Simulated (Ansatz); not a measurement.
# H7IN2Si2: the cost of one run

Method: RKS PBE0-D4/def2-SVP, in Ansatz 0.2.0.

## 1. The structure to begin with

Bond lengths: N1–Si2 1.750 Å, Si2–N3 1.705 Å, Si2–Si4 2.246 Å, Si2–I5 2.421 Å, N1–H6 0.976 Å, N1–H7 1.005 Å, N3–H8 1.001 Å, N3–H9 1.042 Å, Si4–H10 1.534 Å, Si4–H11 1.516 Å, Si4–H12 1.502 Å. Angles (14 of 18 angles, heavy atoms first): N1–Si2–N3 95.7°, N1–Si2–Si4 117.8°, N1–Si2–I5 106.8°, N3–Si2–Si4 115.9°, N3–Si2–I5 106.4°, Si4–Si2–I5 112.4°, Si2–N1–H6 106.4°, Si2–N1–H7 103.4°, Si2–N3–H8 110.4°, Si2–N3–H9 104.4°, Si2–Si4–H10 112.5°, Si2–Si4–H11 115.4°, Si2–Si4–H12 112.1°, H6–N1–H7 107.3°.

Coordinates:

```xyz
12

N     1.1321   -1.4831    0.3176
Si    0.3894    0.0857    0.0942
N     0.4850    0.0788   -1.6078
Si   -1.6568    0.4108    0.9619
I     1.9880    1.7337    0.8613
H     2.0700   -1.3830    0.0655
H     0.6920   -2.0520   -0.3850
H     0.1218    0.9336   -1.9808
H     1.5032    0.1694   -1.8097
H    -2.6655   -0.6471    0.4962
H    -1.7365    0.3692    2.4753
H    -2.2457    1.7287    0.5451
```

## 2. Relaxing end A

File input.yaml:

```yaml
crystal:
  periodic: [false, false, false]
  atoms:
    - { symbol: "N", position_ang: [1.1321, -1.4831, 0.3176] }
    - { symbol: Si, position_ang: [0.3894, 0.0857, 0.0942] }
    - { symbol: "N", position_ang: [0.485, 0.0788, -1.6078] }
    - { symbol: Si, position_ang: [-1.6568, 0.4108, 0.9619] }
    - { symbol: I, position_ang: [1.988, 1.7337, 0.8613] }
    - { symbol: H, position_ang: [2.07, -1.383, 0.0655] }
    - { symbol: H, position_ang: [0.692, -2.052, -0.385] }
    - { symbol: H, position_ang: [0.1218, 0.9336, -1.9808] }
    - { symbol: H, position_ang: [1.5032, 0.1694, -1.8097] }
    - { symbol: H, position_ang: [-2.6655, -0.6471, 0.4962] }
    - { symbol: H, position_ang: [-1.7365, 0.3692, 2.4753] }
    - { symbol: H, position_ang: [-2.2457, 1.7287, 0.5451] }
basis:
  gaussian: { orbitals: def2-SVP }
hamiltonian:
  xc: pbe0
  dispersion: d4
relax:
  f_tol: 0.015
  max_steps: 40
```

On the command line:

```
$ ansatz run input.yaml --threads 2 --pin off --max-ram 3072MiB --backend cpu --events-out ev --progress --plain --runs-dir out
```

Q: Estimate wall time and peak memory on 2 threads of Intel Xeon Platinum 8488C (Sapphire Rapids), shared host.

About 73 s, with a peak of 0.36 GiB.
